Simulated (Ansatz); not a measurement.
Run this with the Ansatz DFT code, driven from Python and show what comes out.

The script, `geh6o2si_spin.py`:
```python
"""Gap between spin states of GeH6O2Si at one geometry."""

import logging
import sys

import ansatz as az

logging.basicConfig(stream=sys.stdout, format="%(levelname)s:%(name)s:%(message)s")
log = logging.getLogger("geh6o2si")
log.setLevel(logging.INFO)

GEOMETRY = """
O    -1.22370    1.31700   -1.92320
Si   -0.24580    0.84870   -0.66180
O    -0.50680   -0.82730   -0.39500
Ge    0.71110   -1.23500    0.95750
H    -2.18640    1.20670   -1.60740
H    -0.56750    1.63150    0.55310
H     1.18180    1.11160   -1.04090
H     0.53660   -2.73770    1.27900
H     0.27740   -0.41070    2.26990
H     2.10620   -0.95610    0.57180
"""

geh6o2si = az.Crystal.molecule()
for line in GEOMETRY.strip().splitlines():
    symbol, *xyz = line.split()
    geh6o2si = geh6o2si.atom(symbol, [float(v) for v in xyz])

job = geh6o2si.calculation()
job = job.basis(gaussian="6-31G*")
job = job.correlation("MP2")
found = {}
for unpaired in [0, 2]:
    data = job.spin("collinear", total=unpaired).run(threads=1).report
    s = unpaired / 2
    found[unpaired] = data["free_energy_ev"]
    log.info(f"2S+1 = {unpaired + 1}: E = {found[unpaired]:.5f} eV, <S^2> = {abs(data['mean_field']['state']['spin_squared']):.3f} (pure state {s * (s + 1):.2f})")
lowest = min(found, key=found.get)
for unpaired, e in found.items():
    log.info(f"multiplicity {unpaired + 1}: {96.485332 * (e - found[lowest]):.1f} kJ/mol above the lowest")
```

```console
$ python geh6o2si_spin.py
INFO:geh6o2si:2S+1 = 1: E = -68517.65554 eV, <S^2> = 0.000 (pure state 0.00)
INFO:geh6o2si:2S+1 = 3: E = -68510.63917 eV, <S^2> = 2.014 (pure state 2.00)
INFO:geh6o2si:multiplicity 1: 0.0 kJ/mol above the lowest
INFO:geh6o2si:multiplicity 3: 677.0 kJ/mol above the lowest
```

In order: multiplicity 1 (+0.00 eV) and multiplicity 3 (+7.02 eV), all at the one geometry.

What to keep in mind:
- Total energies depend on the basis set; only differences at equal settings carry meaning.
- The geometry is a force-field or estimated start, not a minimum of this method, and the basis set is short of its limit. All parts are taken at fixed geometry, without zero-point energy.
- S² is that of the Hartree-Fock reference.
- It ran for 12 s on 1 thread of Intel(R) Xeon(R) Processor @ 2.30GHz (shared host), peak memory 0.48 GiB.
